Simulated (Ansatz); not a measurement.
# CH3BClN: one species, many methods

Aim: compute CH3BClN with functionals from several rungs and with coupled cluster. The yardstick is the atomisation energy at the CCSD(T) limit.

The runs use Ansatz 0.2.0, Gaussian basis; functionals in def2-TZVPP, the program's frozen cores in correlated methods.

Plan: LDA (SPW92), PBE-D4, revPBE-D4, BLYP-D4, r2SCAN-D4, B97M-V, PBE0-D4, B3LYP-D4, r2SCANh-D4, r2SCAN0-D4, HSE06-D4, BHLYP-D4, CAM-B3LYP-D4, LC-ωPBE, ωB97X-V, ωB97M-V, B2PLYP, PBE-QIDH; CCSD(T)/def2-SVP; CCSD(T)/def2-TZVPP; MP2/def2-QZVPP; extrapolation to the limit; RPA on PBE.

## 1. The geometry

An earlier PBE0-D4 in a triple-zeta def2 set relaxation fixed the geometry.

7 atoms, charge 0, spin multiplicity 1.

Atoms are counted from 1 here; the program's logs count them from 0.

Bond lengths: B1–N2 1.362 Å, B1–H5 1.195 Å, B1–H6 1.195 Å, N2–C3 1.226 Å, C3–Cl4 1.745 Å, C3–H7 1.088 Å. Angles: N2–B1–H5 118.6°, N2–B1–H6 118.6°, H5–B1–H6 122.7°, B1–N2–C3 176.1°, N2–C3–Cl4 123.5°, N2–C3–H7 125.0°, Cl4–C3–H7 111.5°.

## 2. LDA

This LDA is Slater exchange with PW92 correlation.

in.yaml

```yaml
crystal:
  periodic: [false, false, false]
  atoms:
    - {symbol: B, position_ang: [-0.196794, 1.329311, -0.177313]}
    - {symbol: N, position_ang: [-0.115287, -0.014285, 0.028246]}
    - {symbol: C, position_ang: [0.038659, -1.219328, 0.190143]}
    - {symbol: Cl, position_ang: [1.553074, -2.043321, -0.082352]}
    - {symbol: H, position_ang: [-0.512863, 1.724755, -1.260279]}
    - {symbol: H, position_ang: [0.031185, 2.063831, 0.737864]}
    - {symbol: H, position_ang: [-0.736774, -1.908965, 0.517890]}
basis:
  gaussian: {orbitals: def2-TZVPP}
hamiltonian: {xc: lda}
output: {orbitals: {seedname: orbitals}}
```

After this run come: PBE-D4 (GGA); revPBE-D4 (GGA); BLYP-D4 (GGA); r2SCAN-D4 (meta-GGA); B97M-V (meta-GGA); PBE0-D4 (hybrid); B3LYP-D4 (hybrid); r2SCANh-D4 (hybrid); r2SCAN0-D4 (hybrid); HSE06-D4 (hybrid); BHLYP-D4 (hybrid); CAM-B3LYP-D4 (range-separated); LC-ωPBE (range-separated); ωB97X-V (range-separated); ωB97M-V (range-separated); B2PLYP (double hybrid); PBE-QIDH (double hybrid); CCSD(T) in def2-SVP; CCSD(T) in def2-TZVPP; MP2 in def2-QZVPP; RPA on PBE orbitals.

**Question.** What will the summary of the whole plan be? Wanted: atomisation energy, CCSD(T)/CBS; farthest beyond LDA; mean size of error, GGA; mean size of error, meta-GGA; mean size of error, hybrid; mean size of error, range-separated; mean size of error, double hybrid; gap, smallest and largest; T1 diagnostic.

As calculated:

| quantity | value |
| --- | --- |
| atomisation energy, CCSD(T)/CBS | 617.7 kcal/mol |
| functionals within 3.1 kcal/mol (0.5 %) | B2PLYP, PBE-QIDH |
| farthest beyond LDA | PBE-D4 (+32.2 kcal/mol) |
| mean size of error, GGA | 20.8 kcal/mol |
| mean size of error, meta-GGA | 10.7 kcal/mol |
| mean size of error, hybrid | 10.3 kcal/mol |
| mean size of error, range-separated | 7.5 kcal/mol |
| mean size of error, double hybrid | 1.8 kcal/mol |
| gap, smallest and largest | 4.96 eV (LDA (SPW92)), 12.40 eV (LC-ωPBE) |
| T1 diagnostic | 0.0145 |
| triples share of the correlation energy | 4.5 % |

What this shows: LDA overbinds by 110.8 kcal/mol (18 %). PBE-D4 misses by +32.2 kcal/mol. Double hybrids carry the basis error of their MP2 part in triple zeta, and no dispersion term here, so their miss is partly the set-up's. By mean error the best rung here is double hybrid (1.8 kcal/mol) and the worst beyond LDA is GGA (20.8 kcal/mol). The reference freezes the cores and leaves out relativity and excitations past (T), so misses under about 3.1 kcal/mol can't be ranked. Hartree-Fock recovers 71 % of the binding; the rest is correlation. CCSD(T) in def2-SVP is off by -31.1 kcal/mol, which most functionals beat. The gap grows from 5.0 to 12.4 eV across the functionals, mostly with the share of exact exchange.
